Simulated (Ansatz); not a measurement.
# InH2+ (singlet): wave-function methods side by side at distance In1–H2 = 3.721 Å, def2-TZVPP

How much of the correlation energy of InH2+ (singlet) does each wave-function method recover here?

Program: Ansatz 0.2.0, Gaussian basis. Level of theory: def2-TZVPP, core rule «outside noble gas», up to 9 orbitals frozen. These are calculated values, not measurements.

The runs, in order: UHF; CCSD(T) on RHF; CCSD(T) on UHF; BCCD(T) on RHF; CCSDT(Q) on RHF; CCSDT(Q) on UHF; CASSCF and NEVPT2, 2 electrons in 2 orbitals; CASSCF and MRCISD+Q, 4 electrons in 6 orbitals; CASSCF and NEVPT2, 4 electrons in 6 orbitals; Full CI.

31 further runs of the same task are left out: 12 for a known fault of the program, 1 for a mislabelled method, 14 that didn't finish, 4 set aside as unsound or not needed.

## 1. The geometry

The geometry derives from a PBE0/def2-TZVP stationary point (not a proven minimum). One bond is set to the value named and the two fragments are kept rigid. No spin-orbit coupling is included. Elements past krypton take def2 core potentials.

3 atoms, charge 1, spin multiplicity 1.

Atoms are counted from 1 here; the program's logs count them from 0.

Bond lengths: In1–H3 1.665 Å.

## 2. UHF

in.yaml reads:

```yaml
crystal:
  periodic: [false, false, false]
  atoms:
    - {symbol: In, position_ang: [0.000000, 0.000000, 0.685200]}
    - {symbol: H, position_ang: [0.000000, 0.000000, -3.035800]}
    - {symbol: H, position_ang: [0.000000, 0.000000, 2.350600]}
basis:
  gaussian: {orbitals: def2-TZVPP}
total_charge: 1
magnetization: {spin_polarized: true, initial_magnetization: 0}
hamiltonian: {xc: hf}
output: {orbitals: {seedname: orbitals}}
```

On the command line:

```console
ansatz run in.yaml --threads 1 --pin off --events-out ev --progress --plain --max-ram 2393MiB
```

After this run come: CCSD(T) on RHF; CCSD(T) on UHF; BCCD(T) on RHF; CCSDT(Q) on RHF; CCSDT(Q) on UHF; CASSCF and NEVPT2, 2 electrons in 2 orbitals; CASSCF and MRCISD+Q, 4 electrons in 6 orbitals; CASSCF and NEVPT2, 4 electrons in 6 orbitals; Full CI.

**Question.** What will the summary of the whole plan be? Wanted: FCI below the RHF energy; RMP2 from FCI; UMP2 from FCI; RCCSD from FCI; RCCSD(T) from FCI; UCCSD(T) from FCI; RCCSDT(Q) from FCI; UCCSDT(Q) from FCI; NEVPT2 pair from FCI.

The runs gave:

| quantity | value |
| --- | --- |
| FCI below the RHF energy | -4.1664 eV |
| RMP2 from FCI | +39.25 kcal/mol |
| UMP2 from FCI | +7.92 kcal/mol |
| RCCSD from FCI | +4.09 kcal/mol |
| RCCSD(T) from FCI | -0.67 kcal/mol |
| UCCSD(T) from FCI | +0.54 kcal/mol |
| RCCSDT(Q) from FCI | +0.06 kcal/mol |
| UCCSDT(Q) from FCI | +0.11 kcal/mol |
| NEVPT2 pair from FCI | +7.50 kcal/mol |
| NEVPT2 valence from FCI | +2.56 kcal/mol |
| MRCISD+Q valence from FCI | -0.29 kcal/mol |
| levels within 1 kcal/mol (43 meV) | UCCSD, RCCSD(T), UCCSD(T), BCCD(T), RCCSDT, UCCSDT, RCCSDT(Q), UCCSDT(Q), MRCISD valence, MRCISD+Q valence |
| T1 diagnostic | 0.084 |
| effectively unpaired electrons | 1.75 |

In words: RCCSD(T) misses by -0.67 kcal/mol, 0.7 % of the correlation energy. CCSD(T) misses by -0.67 kcal/mol on the restricted determinant and by +0.54 kcal/mol on the unrestricted one; the two need not hold the same state or core. RCCSD(T), BCCD(T), RCCSDT, MRCISD valence, MRCISD+Q valence fall below full CI, which methods that aren't variational can do. With 1.7 effectively unpaired electrons against 0 the state is strongly multireference. Coupled cluster on one determinant still stays close here. Of the multireference levels listed MRCISD+Q valence comes nearest in total energy (-0.29 kcal/mol), which doesn't show that its space is the better one. These misses are within one basis, not against nature.
